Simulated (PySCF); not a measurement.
# HSeO₃−, cut into parts across a bond: interaction energy

One table from this session's results is given with a row withheld; the runs are named, their logs left out.

Computed with PySCF 2.14.0; each step states its level. No surroundings beyond the atoms listed, unless a continuum is named. Atoms count from 0, parts from 1.

### The system as given

5 atoms, charge -1, multiplicity 1; geometry: GFN2-xTB. Parts: 1 = atoms 0–2, `O=[Se]=O`, charge 0; 2 = atoms 3–4, `[OH-]`, charge -1. In the given geometry Se1 and O3 of different parts are bonded (1.93 Å), so values for the parts refer to these atom groups.

The first run:

Job settings and geometry (Å):

```
{"job": {"xc": "PBE0", "basis": "def2-TZVPD", "d3": "d3bj", "grid": 3, "kind": "geom", "shake": 0.01}, "charge": -1, "multiplicity": 1, "parts": [{"atoms": "0-2", "charge": 0, "multiplicity": 1}, {"atoms": "3-4", "charge": -1, "multiplicity": 1}]}
O     -0.803313     0.019388     0.991363
Se     0.410908    -0.677658     0.235401
O      1.187290     0.491844    -0.564719
O      1.634300    -0.952232     1.707378
H      1.668842    -0.052144     2.003423
```

Command:

```console
OMP_NUM_THREADS=1 python cluster_run.py task.json out
```

One launch serves the whole session: the jobs run in the order shown.

Among the steps run: Optimising the geometry at PBE0-D3(BJ)/def2-TZVPD; Coupled-cluster interaction energy: CCSD(T) and MP2, 1.86 Å; Coupled-cluster interaction energy: CCSD(T) and MP2, 1.95 Å; Coupled-cluster interaction energy: CCSD(T) and MP2, 2.05 Å; Coupled-cluster interaction energy: CCSD(T) and MP2, 1.77 Å; Coupled-cluster interaction energy: CCSD(T) and MP2, 2.33 Å; Coupled-cluster interaction energy: CCSD(T) and MP2, 1.67 Å; Coupled-cluster interaction energy: CCSD(T) and MP2, 2.79 Å; Coupled-cluster interaction energy: CCSD(T) and MP2, 3.72 Å.

One of the session's tables, all rows but one given; the rest of the session is left out.

It belongs to the step «Coupled-cluster interaction energy: CCSD(T) and MP2, 3.72 Å». 

| method | interaction energy (kcal/mol) |
| --- | --- |
| HF/aug-cc-pVDZ | -18.53 |
| MP2/aug-cc-pVDZ | -16.60 |
| CCSD/aug-cc-pVDZ | -17.33 |
| CCSD(T)/aug-cc-pVDZ | -17.71 |
| HF/aug-cc-pVQZ | ? |
| MP2/aug-cc-pVQZ | -16.73 |
| SCS-MP2/aug-cc-pVQZ | -16.64 |
| MP2, extrapolated | -16.73 |
| CCSD(T), limit estimate | -17.85 |

**Question.** Estimate the row for HF/aug-cc-pVQZ.

The run gave: interaction energy (kcal/mol): -18.68. In the column «interaction energy (kcal/mol)» it is the lowest.

A test (T1, the size of the triples or of CCSD(T) less MP2, charge moved between the parts) flags this point.

Limits of these values: A test (T1 over 0.02, large triples or CCSD(T) less MP2, charge moved between the parts) flags the points at 1.67, 1.77, 1.86, 1.95, 2.05, 2.33, 2.79, 3.72 Å, so these are not to be taken as benchmarks.
